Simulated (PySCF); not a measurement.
# LuS₂⁻: one geometry, several methods

How much do the numbers for LuS₂⁻ (singlet) hang on the method? All levels run at one geometry, the PBE0 minimum.

Method: several methods, basis Lu def2-SVP with ECP28, S def2-SVP, scalar-relativistic core potentials, no spin–orbit coupling, density fitting; program: PySCF 2.14.0.

## Step 1: The starting structure

3 atoms, charge -1, spin multiplicity 1.

Bond lengths: Lu1–S2 2.509 Å, Lu1–S3 2.509 Å, S2–S3 2.144 Å. Angles: S2–Lu1–S3 50.6°, Lu1–S2–S3 64.7°, Lu1–S3–S2 64.7°.

```xyz
3
charge -1 multiplicity 1
Lu    0.0000    0.0000   -0.6071
S     1.0719    0.0000    1.6613
S    -1.0719    0.0000    1.6613
```

## Step 2: Fields at the lowest minimum

The plane holds Lu1 at (0.00, 0.00), S2 at (2.51, 0.00), S3 at (1.59, 1.94) Å. Columns run from x = -1.95 to 4.95 Å, rows from y = 4.35 (top) to -1.95 Å, in steps of 0.3 Å. Electrons inside core potentials are absent.

Density (cut at 5 e/Å³):

Ten steps from '0' (0.000 e/Å³) to '9' (5.000 e/Å³), finer at the low end (step k begins (100^(k/10) - 1)/99 of the way up):
```
000000000000000000000000
000000000000000000000000
000000000000000000000000
000000000011111100000000
000000001123332210000000
000000011345554321000000
000000112456765421000000
000000123569986531000000
000001124679996531000000
000011234679986532100000
000112234567666432110000
011123444555665543210000
011246886544566665321000
112369999644567876431000
112489999855679997532000
112489999855679997532000
111369999644567876431000
111246886433456654321000
011123443222334433210000
011112221111222221100000
000111111101111110000000
000001100000000000000000
```

ELF (0 where the density is under 0.005 e/Å³):

Ten even steps from '0' (0.00) to '9' (0.97):
```
000000000000000000000000
000000000001111000000000
000000000012344320000000
000000000134566653000000
000000001356888765200000
000000023568999875300000
000000135763379975300000
542001257822708975200000
763101368818644863100000
874100258933805752100000
973000025883147643211000
961001112477777666543200
941124553123577678875410
820255335313650118987520
710263663514818736997630
710263663525827735987530
820155335426970118986520
940025654115887678865300
972002221014777666543200
996210000012454433321000
999742110001222211110000
999997642100000000000000
```

Lowest empty orbital at 2.46 eV (sign arbitrary; one member if degenerate):

Ten even steps from '0' (-0.32 Å^-3/2) to '9' (0.42 Å^-3/2):
```
333333333333344444444444
333333333333334444444444
333333333333333444444444
333333333333333444444444
333333333223334444444444
333333332222334444444444
333333332222345544444444
322223333223455554444444
222223333334256554444444
222223334455366544444444
222223445556665444444444
222223455555554333334444
222223676554432222334444
222123676443321212334444
222223403223224933334444
333333391122334144444444
333445521123345555444444
444456643334455665544444
444566655444555665554444
445566665555555555554444
455566666555555555544444
455556665555555555544444
```

Making the fields needed 4.5 s of wall time on 2 threads of AMD EPYC (Zen 3), shared host.

## Step 3: PBE0

The steps are one call of a driver around PySCF; scf.py gives each level's set-up. Each SCF starts from the density of the minimum. The driver also runs the species with one electron less or more at the same geometry; their logs are not shown.

The input, scf.py:

```python
from pyscf import gto, scf, dft
mol = gto.M(atom='''
Lu    -0.000000    -0.000000    -0.607073
S      1.071933    -0.000000     1.661257
S     -1.071933     0.000000     1.661257''',
    basis={'Lu': 'def2-SVP', 'S': 'def2-SVP'},
    ecp={'Lu': 'def2-SVP'},
    charge=-1, spin=0)
mf = dft.RKS(mol, xc='PBE0')
mf.grids.atom_grid = (75, 302)
aux = {'Lu': 'def2-universal-JKFIT', 'S': 'def2-universal-JKFIT'}
mf = mf.density_fit(auxbasis=aux)
mf.conv_tol = 1e-08
mf.diis_space = 10
mf.max_cycle = 60
mf.verbose = 4
mf.kernel()
```

Started as:

```
OMP_NUM_THREADS=2 python axn.py task.json out
```

The program printed:

```text
init E= -2032.06376247821
  HOMO = -0.00801220495892344  LUMO = 0.0904122483845837  gap/eV = 2.67827
cycle= 1 E= -2032.06376247816  delta_E= 5.64e-11  |g|= 1.87e-05  |ddm|= 4.4e-05
  HOMO = -0.00801492189234904  LUMO = 0.0904112468685223  gap/eV = 2.67831
Extra cycle  E= -2032.06376247797  delta_E= 1.86e-10  |g|= 3.78e-05  |ddm|= 7.19e-05
converged SCF energy = -2032.06376247797
```

This level, with the species of one electron less or more, took 5.4 s.

- energy: -2032.063762 Eh
- one electron less (charge +0): -2032.003019 Eh (doublet, ⟨S²⟩ 0.75)
- Mulliken charge of Lu1: -0.27 e

## Step 4: HF

Changes to scf.py since step 3:

```diff
@@ -9,2 +9 @@
-mf = dft.RKS(mol, xc='PBE0')
-mf.grids.atom_grid = (75, 302)
+mf = scf.RHF(mol)
```

The program printed:

```text
init E= -2027.28205125293
  HOMO = -0.0381190776572729  LUMO = 0.1658428035387  gap/eV = 5.55009
cycle= 1 E= -2027.31039483164  delta_E= -0.0283  |g|= 0.316  |ddm|= 0.551
  HOMO = -0.0538283370151083  LUMO = 0.157596636816217  gap/eV = 5.75317
cycle= 2 E= -2027.30920821412  delta_E= 0.00119  |g|= 0.398  |ddm|= 0.22
  HOMO = -0.0541222963349609  LUMO = 0.15772146538259  gap/eV = 5.76456
cycle= 3 E= -2027.31492553397  delta_E= -0.00572  |g|= 0.0367  |ddm|= 0.0933
  HOMO = -0.0525385572567591  LUMO = 0.158711412504714  gap/eV = 5.74840
cycle= 4 E= -2027.31510242572  delta_E= -0.000177  |g|= 0.00699  |ddm|= 0.0399
  HOMO = -0.0533192002681286  LUMO = 0.158326210379733  gap/eV = 5.75916
cycle= 5 E= -2027.31513491073  delta_E= -3.25e-05  |g|= 0.00223  |ddm|= 0.0201
  HOMO = -0.0532635650368923  LUMO = 0.158407235911666  gap/eV = 5.75986
cycle= 6 E= -2027.31514431585  delta_E= -9.41e-06  |g|= 0.000747  |ddm|= 0.0132
  HOMO = -0.0531893968327144  LUMO = 0.158441347001571  gap/eV = 5.75877
cycle= 7 E= -2027.31514524666  delta_E= -9.31e-07  |g|= 0.000231  |ddm|= 0.00386
  HOMO = -0.0531958325798725  LUMO = 0.158433202830995  gap/eV = 5.75872
cycle= 8 E= -2027.31514534783  delta_E= -1.01e-07  |g|= 8.37e-05  |ddm|= 0.00122
  HOMO = -0.0531899180258208  LUMO = 0.158432646207459  gap/eV = 5.75854
cycle= 9 E= -2027.31514536009  delta_E= -1.23e-08  |g|= 3.26e-05  |ddm|= 0.000463
  HOMO = -0.0531891238885854  LUMO = 0.158431714744899  gap/eV = 5.75850
cycle= 10 E= -2027.31514536167  delta_E= -1.58e-09  |g|= 1.03e-05  |ddm|= 0.000169
  HOMO = -0.0531892134206492  LUMO = 0.158431474075203  gap/eV = 5.75849
Extra cycle  E= -2027.31514536184  delta_E= -1.65e-10  |g|= 6.1e-06  |ddm|= 3.29e-05
converged SCF energy = -2027.31514536184
```

This level, with the species of one electron less or more, took 4.8 s.

| Property | Result |
| --- | --- |
| energy | -2027.315145 Eh |
| one electron less (charge +0) | -2027.280185 Eh (doublet, ⟨S²⟩ 0.75) |
| Mulliken charge of Lu1 | -0.06 e |

## Step 5: PBE

Changes to scf.py since step 4:

```diff
@@ -9 +9,2 @@
-mf = scf.RHF(mol)
+mf = dft.RKS(mol, xc='PBE')
+mf.grids.atom_grid = (75, 302)
```

The program printed:

```text
init E= -2032.40894501895
  HOMO = 0.0128343450026478  LUMO = 0.0683692227303114  gap/eV = 1.51118
cycle= 1 E= -2032.40903873883  delta_E= -9.37e-05  |g|= 0.244  |ddm|= 0.309
  HOMO = 0.0275511785173785  LUMO = 0.0727847233777034  gap/eV = 1.23087
cycle= 2 E= -2032.39339261316  delta_E= 0.0156  |g|= 0.527  |ddm|= 0.524
  HOMO = 0.0185741121027429  LUMO = 0.071467078243508  gap/eV = 1.43929
cycle= 3 E= -2032.41336750836  delta_E= -0.02  |g|= 0.0116  |ddm|= 0.337
  HOMO = 0.0178721554171563  LUMO = 0.0706607779101866  gap/eV = 1.43645
cycle= 4 E= -2032.4133950448  delta_E= -2.75e-05  |g|= 0.00641  |ddm|= 0.0295
  HOMO = 0.0176345454404074  LUMO = 0.0706432338730555  gap/eV = 1.44244
cycle= 5 E= -2032.41340379154  delta_E= -8.75e-06  |g|= 0.00216  |ddm|= 0.00944
  HOMO = 0.0177770911488778  LUMO = 0.0707118913688908  gap/eV = 1.44043
cycle= 6 E= -2032.41340436073  delta_E= -5.69e-07  |g|= 0.00122  |ddm|= 0.00467
  HOMO = 0.0177262398458273  LUMO = 0.0706908016233174  gap/eV = 1.44124
cycle= 7 E= -2032.41340466953  delta_E= -3.09e-07  |g|= 0.000353  |ddm|= 0.00226
  HOMO = 0.0177414295596661  LUMO = 0.0706976597412484  gap/eV = 1.44101
cycle= 8 E= -2032.4134047199  delta_E= -5.04e-08  |g|= 5.69e-05  |ddm|= 0.000567
  HOMO = 0.0177440523542633  LUMO = 0.0706987614361922  gap/eV = 1.44097
cycle= 9 E= -2032.41340472062  delta_E= -7.24e-10  |g|= 4.52e-06  |ddm|= 7.77e-05
  HOMO = 0.0177436125373101  LUMO = 0.0706987061503178  gap/eV = 1.44098
Extra cycle  E= -2032.41340472061  delta_E= 6.37e-12  |g|= 7.55e-06  |ddm|= 2.19e-05
converged SCF energy = -2032.41340472061
```

This level, with the species of one electron less or more, took 16 s.

```
energy                        : -2032.413405 Eh
one electron less (charge +0) : -2032.355494 Eh (doublet, ⟨S²⟩ 0.76)
Mulliken charge of Lu1        : -0.36 e
```

## Step 6: B3LYP

Changes to scf.py since step 5:

```diff
@@ -9 +9 @@
-mf = dft.RKS(mol, xc='PBE')
+mf = dft.RKS(mol, xc='B3LYP')
```

The program printed:

```text
init E= -2032.50587475676
  HOMO = -0.00264037633654596  LUMO = 0.0866739652160675  gap/eV = 2.43037
cycle= 1 E= -2032.50682454962  delta_E= -0.00095  |g|= 0.0611  |ddm|= 0.174
  HOMO = 0.000476780595351944  LUMO = 0.0892791808297904  gap/eV = 2.41644
cycle= 2 E= -2032.50624316605  delta_E= 0.000581  |g|= 0.137  |ddm|= 0.0732
  HOMO = 0.000748277634567251  LUMO = 0.0892388202672716  gap/eV = 2.40795
cycle= 3 E= -2032.50702984848  delta_E= -0.000787  |g|= 0.00672  |ddm|= 0.0401
  HOMO = -0.00019147547244  LUMO = 0.0885401609587336  gap/eV = 2.41451
cycle= 4 E= -2032.50704000855  delta_E= -1.02e-05  |g|= 0.00197  |ddm|= 0.0167
  HOMO = -0.000100703783070782  LUMO = 0.0885617636278513  gap/eV = 2.41263
cycle= 5 E= -2032.50704060419  delta_E= -5.96e-07  |g|= 0.000733  |ddm|= 0.00412
  HOMO = -0.000170020018530836  LUMO = 0.0885241853319247  gap/eV = 2.41349
cycle= 6 E= -2032.50704081884  delta_E= -2.15e-07  |g|= 0.000197  |ddm|= 0.00167
  HOMO = -0.000163432549464437  LUMO = 0.088525265766355  gap/eV = 2.41334
cycle= 7 E= -2032.50704083153  delta_E= -1.27e-08  |g|= 5.55e-05  |ddm|= 0.000311
  HOMO = -0.000160859701193256  LUMO = 0.0885264042395628  gap/eV = 2.41330
cycle= 8 E= -2032.50704083245  delta_E= -9.25e-10  |g|= 1.64e-05  |ddm|= 0.000116
  HOMO = -0.000158776107616498  LUMO = 0.0885267068930725  gap/eV = 2.41325
Extra cycle  E= -2032.50704083237  delta_E= 8.41e-11  |g|= 2.38e-05  |ddm|= 6.84e-05
converged SCF energy = -2032.50704083237
```

This level, with the species of one electron less or more, needed 9.4 s of wall time on 2 threads of AMD EPYC (Zen 3), shared host.

* energy: -2032.507041 Eh
* one electron less (charge +0): -2032.445597 Eh (doublet, ⟨S²⟩ 0.75)
* Mulliken charge of Lu1: -0.29 e

## Step 7: r2SCAN

Changes to scf.py since step 6:

```diff
@@ -9,2 +9,2 @@
-mf = dft.RKS(mol, xc='B3LYP')
-mf.grids.atom_grid = (75, 302)
+mf = dft.RKS(mol, xc='R2SCAN')
+mf.grids.atom_grid = (90, 434)
```

The program printed:

```text
init E= -2031.76419307582
  HOMO = 0.010682964047411  LUMO = 0.0728432889985069  gap/eV = 1.69147
cycle= 1 E= -2031.76534214645  delta_E= -0.00115  |g|= 0.31  |ddm|= 0.264
  HOMO = 0.0165818897188707  LUMO = 0.0728059547613572  gap/eV = 1.52993
cycle= 2 E= -2031.75019697598  delta_E= 0.0151  |g|= 0.687  |ddm|= 0.287
  HOMO = 0.0138136163169691  LUMO = 0.0736115392682173  gap/eV = 1.62718
cycle= 3 E= -2031.76919521192  delta_E= -0.019  |g|= 0.0328  |ddm|= 0.175
  HOMO = 0.0123124670945977  LUMO = 0.0729292209849516  gap/eV = 1.64947
cycle= 4 E= -2031.76943721059  delta_E= -0.000242  |g|= 0.00505  |ddm|= 0.0505
  HOMO = 0.0124127208731282  LUMO = 0.0728521463082795  gap/eV = 1.64464
cycle= 5 E= -2031.76944520379  delta_E= -7.99e-06  |g|= 0.0013  |ddm|= 0.00831
  HOMO = 0.0123872779489237  LUMO = 0.0728707661163144  gap/eV = 1.64584
cycle= 6 E= -2031.7694455667  delta_E= -3.63e-07  |g|= 0.000603  |ddm|= 0.0019
  HOMO = 0.0123909047119343  LUMO = 0.072867193541218  gap/eV = 1.64564
cycle= 7 E= -2031.76944563736  delta_E= -7.07e-08  |g|= 7.18e-05  |ddm|= 0.000567
  HOMO = 0.012392609077277  LUMO = 0.0728694718397995  gap/eV = 1.64566
cycle= 8 E= -2031.76944563877  delta_E= -1.41e-09  |g|= 1.98e-05  |ddm|= 9.78e-05
  HOMO = 0.0123961037005497  LUMO = 0.0728712647318164  gap/eV = 1.64561
Extra cycle  E= -2031.76944563862  delta_E= 1.51e-10  |g|= 3.05e-05  |ddm|= 7.62e-05
converged SCF energy = -2031.76944563862
```

This level, with the species of one electron less or more, took 30 s.

```
energy                        : -2031.769446 Eh
one electron less (charge +0) : -2031.713596 Eh (doublet, ⟨S²⟩ 0.76)
Mulliken charge of Lu1        : -0.26 e
```

## Step 8: TPSSh

Changes to scf.py since step 7:

```diff
@@ -9 +9 @@
-mf = dft.RKS(mol, xc='R2SCAN')
+mf = dft.RKS(mol, xc='TPSSH')
```

The program printed:

```text
init E= -2032.33707528135
  HOMO = 0.00449497351060915  LUMO = 0.0800986443722845  gap/eV = 2.05728
cycle= 1 E= -2032.33721508903  delta_E= -0.00014  |g|= 0.169  |ddm|= 0.121
  HOMO = 0.00531406355542502  LUMO = 0.0794002013859599  gap/eV = 2.01599
cycle= 2 E= -2032.33233340181  delta_E= 0.00488  |g|= 0.396  |ddm|= 0.129
  HOMO = 0.00597695566963538  LUMO = 0.0802328237359293  gap/eV = 2.02061
cycle= 3 E= -2032.33826737761  delta_E= -0.00593  |g|= 0.0127  |ddm|= 0.0958
  HOMO = 0.00516272793730541  LUMO = 0.0798766301296321  gap/eV = 2.03307
cycle= 4 E= -2032.33832591152  delta_E= -5.85e-05  |g|= 0.00185  |ddm|= 0.0232
  HOMO = 0.00508690393424471  LUMO = 0.0797949191164629  gap/eV = 2.03291
cycle= 5 E= -2032.3383263672  delta_E= -4.56e-07  |g|= 0.000521  |ddm|= 0.00221
  HOMO = 0.00507846511114068  LUMO = 0.0797878901603633  gap/eV = 2.03295
cycle= 6 E= -2032.33832642177  delta_E= -5.46e-08  |g|= 0.000161  |ddm|= 0.0008
  HOMO = 0.00507569620226372  LUMO = 0.0797766350040402  gap/eV = 2.03272
cycle= 7 E= -2032.3383264289  delta_E= -7.13e-09  |g|= 5.73e-05  |ddm|= 0.000459
  HOMO = 0.00507368823201146  LUMO = 0.0797763267329268  gap/eV = 2.03276
Extra cycle  E= -2032.33832642872  delta_E= 1.82e-10  |g|= 7.41e-05  |ddm|= 0.000174
converged SCF energy = -2032.33832642872
```

This level, with the species of one electron less or more, took 23 s.

| Item | Value |
| --- | --- |
| energy | -2032.338326 Eh |
| one electron less (charge +0) | -2032.280840 Eh (doublet, ⟨S²⟩ 0.76) |
| Mulliken charge of Lu1 | -0.27 e |

## Step 9: TPSS

Changes to scf.py since step 8:

```diff
@@ -9 +9 @@
-mf = dft.RKS(mol, xc='TPSSH')
+mf = dft.RKS(mol, xc='TPSS')
```

The program printed:

```text
init E= -2032.48153365039
  HOMO = 0.0128271700214516  LUMO = 0.0712873914516479  gap/eV = 1.59078
cycle= 1 E= -2032.48141404427  delta_E= 0.00012  |g|= 0.282  |ddm|= 0.199
  HOMO = 0.0188877852198996  LUMO = 0.0718813917266092  gap/eV = 1.44203
cycle= 2 E= -2032.46678390659  delta_E= 0.0146  |g|= 0.669  |ddm|= 0.279
  HOMO = 0.0166694065544667  LUMO = 0.0724946108436124  gap/eV = 1.51908
cycle= 3 E= -2032.48473340637  delta_E= -0.0179  |g|= 0.0225  |ddm|= 0.165
  HOMO = 0.0152632558819607  LUMO = 0.0718716619020743  gap/eV = 1.54039
cycle= 4 E= -2032.48492614934  delta_E= -0.000193  |g|= 0.00682  |ddm|= 0.0468
  HOMO = 0.0151368080900358  LUMO = 0.0716633456803679  gap/eV = 1.53817
cycle= 5 E= -2032.48493190932  delta_E= -5.76e-06  |g|= 0.00219  |ddm|= 0.00717
  HOMO = 0.0151043779312615  LUMO = 0.0716818426360593  gap/eV = 1.53955
cycle= 6 E= -2032.48493289994  delta_E= -9.91e-07  |g|= 0.000456  |ddm|= 0.00271
  HOMO = 0.0151196635044738  LUMO = 0.0716806971833957  gap/eV = 1.53910
cycle= 7 E= -2032.48493295316  delta_E= -5.32e-08  |g|= 0.000159  |ddm|= 0.00083
  HOMO = 0.0151152335276548  LUMO = 0.0716756321488901  gap/eV = 1.53909
cycle= 8 E= -2032.48493295821  delta_E= -5.05e-09  |g|= 2.88e-05  |ddm|= 0.000214
  HOMO = 0.0151147571685736  LUMO = 0.0716749863902269  gap/eV = 1.53908
Extra cycle  E= -2032.48493295816  delta_E= 4.68e-11  |g|= 4.74e-05  |ddm|= 8.25e-05
converged SCF energy = -2032.48493295816
```

This level, with the species of one electron less or more, took 30 s.

| Quantity | Value |
| --- | --- |
| energy | -2032.484933 Eh |
| one electron less (charge +0) | -2032.429032 Eh (doublet, ⟨S²⟩ 0.76) |
| Mulliken charge of Lu1 | -0.30 e |

## Step 10: BP86

Changes to scf.py since step 9:

```diff
@@ -9,2 +9,2 @@
-mf = dft.RKS(mol, xc='TPSS')
-mf.grids.atom_grid = (90, 434)
+mf = dft.RKS(mol, xc='B88,P86')
+mf.grids.atom_grid = (75, 302)
```

The program printed:

```text
init E= -2033.14751106041
  HOMO = 0.00786463844594981  LUMO = 0.0650831892364481  gap/eV = 1.55700
cycle= 1 E= -2033.14783146456  delta_E= -0.00032  |g|= 0.217  |ddm|= 0.382
  HOMO = 0.0263533546550321  LUMO = 0.0715696658803042  gap/eV = 1.23040
cycle= 2 E= -2033.13113184878  delta_E= 0.0167  |g|= 0.449  |ddm|= 0.619
  HOMO = 0.0147708796508299  LUMO = 0.0694095089101246  gap/eV = 1.48679
cycle= 3 E= -2033.15236044433  delta_E= -0.0212  |g|= 0.0264  |ddm|= 0.42
  HOMO = 0.0152070373734621  LUMO = 0.0690492506037684  gap/eV = 1.46512
cycle= 4 E= -2033.15239976241  delta_E= -3.93e-05  |g|= 0.0151  |ddm|= 0.045
  HOMO = 0.0140174445467138  LUMO = 0.0684473794063572  gap/eV = 1.48111
cycle= 5 E= -2033.15248387442  delta_E= -8.41e-05  |g|= 0.00587  |ddm|= 0.038
  HOMO = 0.0142123281174241  LUMO = 0.068621391304519  gap/eV = 1.48055
cycle= 6 E= -2033.15248954948  delta_E= -5.68e-06  |g|= 0.00121  |ddm|= 0.0086
  HOMO = 0.0142438518330171  LUMO = 0.0686312812716318  gap/eV = 1.47996
cycle= 7 E= -2033.15248982064  delta_E= -2.71e-07  |g|= 0.000345  |ddm|= 0.00124
  HOMO = 0.0142543011061582  LUMO = 0.068636086381162  gap/eV = 1.47980
cycle= 8 E= -2033.1524898651  delta_E= -4.45e-08  |g|= 7.27e-05  |ddm|= 0.000461
  HOMO = 0.0142580057214693  LUMO = 0.0686374346644398  gap/eV = 1.47974
cycle= 9 E= -2033.15248986672  delta_E= -1.62e-09  |g|= 6.31e-06  |ddm|= 0.000114
  HOMO = 0.0142580012349596  LUMO = 0.0686378442179846  gap/eV = 1.47975
Extra cycle  E= -2033.15248986671  delta_E= 1.18e-11  |g|= 1.28e-05  |ddm|= 3.9e-05
converged SCF energy = -2033.15248986671
```

This level, with the species of one electron less or more, needed 15 s of wall time on 2 threads of AMD EPYC (Zen 3), shared host.

```
energy                        : -2033.152490 Eh
one electron less (charge +0) : -2033.090992 Eh (doublet, ⟨S²⟩ 0.76)
Mulliken charge of Lu1        : -0.36 e
```

The dipole of an ion depends on the origin, here the centre of mass.

## Step 11: Comparison of the levels

| level | vertical ionisation energy (eV) | −ε(HOMO) (eV) | gap (eV) | dipole (D) | wall time |
| --- | --- | --- | --- | --- | --- |
| PBE0 | 1.65 | 0.22 | 2.68 | 1.73 | 5.4 s |
| HF | 0.95 | 1.45 | 5.76 | 1.81 | 4.8 s |
| PBE | 1.58 | -0.48 | 1.44 | 1.37 | 16 s |
| B3LYP | 1.67 | 0.00 | 2.41 | 1.80 | 9.4 s |
| r2SCAN | 1.52 | -0.34 | 1.65 | 1.39 | 30 s |
| TPSSh | 1.56 | -0.14 | 2.03 | 1.45 | 23 s |
| TPSS | 1.52 | -0.41 | 1.54 | 1.30 | 30 s |
| BP86 | 1.67 | -0.39 | 1.48 | 1.40 | 15 s |

Times are for 2 threads of AMD EPYC (Zen 3), shared host; PBE0 starts from its own converged density, so its time is not comparable. A dash stands where a species or a free atom was not run at that level, or the quantity is not defined.

## Step 12: Results

```
                         quantity                        value
vertical ionisation energy, range  0.95 (HF) to 1.67 (BP86) eV
               orbital gap, range   1.44 (PBE) to 5.76 (HF) eV
```

The vertical ionisation energy spreads over 0.72 eV, from HF to BP86; without a CCSD(T) value for it there is no yardstick here. The stability of the closed-shell solution was not tested. An anion needs diffuse functions, and this basis has none. Spin–orbit coupling is left out.
